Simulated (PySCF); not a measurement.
**AsBr+: from the state search to spectroscopic constants**

One table from this session's results is given with a row withheld; the runs are named, their logs left out.

Computed with PySCF 2.14.0. Level: As def2-TZVPPD, Br def2-TZVPPD, no relativity.

Set-up of the first run:

A driver script around PySCF takes these settings:

```yaml
atoms: As, Br
charge: 1
basis: As def2-TZVPPD, Br def2-TZVPPD
Hamiltonian: no relativity
basis_functions: 111
electrons_treated: 67
masses_in_u: 74.9216, 78.9183
levels: PBE0, PBE, r²SCAN, r²SCAN0, M06-L, BLYP, M06-2X, MN15, ωB97M-V, HF, MP2, SCS-MP2
grid: 80 radial by 434 angular points
occupations: held fixed by the projection of orbital angular momentum
dissociation_limit: As+ + Br, each in its ground configuration
starting_distance_in_angstrom: 2.390
values_of_2S_to_try: 1, 3
```

Run with:

```bash
> OMP_NUM_THREADS=2 python dia.py task.json out
```

Among the steps run: Set-up; First curve: PBE0; Higher solutions at PBE0; PBE (GGA); r²SCAN (meta-GGA); r²SCAN0 (hybrid meta-GGA); M06-L (meta-GGA); BLYP (GGA); M06-2X (hybrid meta-GGA); MN15 (hybrid meta-GGA); ωB97M-V (range-separated hybrid); UHF (mean field).

One table of the session follows, with a row left open; its other results are not shown here.

Energy (eV) from each level's lowest point:

| R (Å) | UHF | UHF-MP2 | UHF-SCS-MP2 | PBE | BLYP |
| --- | --- | --- | --- | --- | --- |
| 1.881 | 1.582 | 1.501 | 1.551 | 1.699 | 1.854 |
| 1.968 | 0.683 | 0.630 | 0.664 | 0.784 | 0.896 |
| 2.056 | 0.202 | 0.171 | 0.192 | 0.270 | 0.341 |
| 2.121 | 0.038 | 0.024 | 0.034 | 0.075 | 0.116 |
| 2.187 | 0.000 | 0.000 | 0.000 | 0.000 | 0.012 |
| 2.253 | ? | ? | ? | ? | ? |
| 2.340 | 0.236 | 0.269 | 0.246 | 0.140 | 0.087 |
| 2.449 | 0.573 | 0.632 | 0.592 | 0.402 | 0.307 |
| 2.581 | 1.049 | 1.248 | 1.191 | 0.801 | 0.663 |
| 2.756 | 1.521 | 2.320 | 2.234 | 1.367 | 1.188 |

Q: Estimate the row for R (Å) = 2.253 from the others.

Worked estimate for «UHF». A straight line through the neighbours (2.187, 0.000) and (2.340, 0.236) gives 0.000 + (0.236 − 0.000) × (2.253 − 2.187) / (2.340 − 2.187) = 0.102; a parabola fitted to 4 rows on both sides gives 0.065.

As computed: UHF: 0.056; UHF-MP2: 0.070; UHF-SCS-MP2: 0.060; PBE: 0.016; BLYP: 0.000. In «UHF» the line misses by +0.046 and the parabola by +0.009.

Limits of these values: Lowest PBE0 solution found, without spin–orbit coupling: ²Π (doublet), unpaired electrons π ↑. Warnings in the runs' records: inverted.
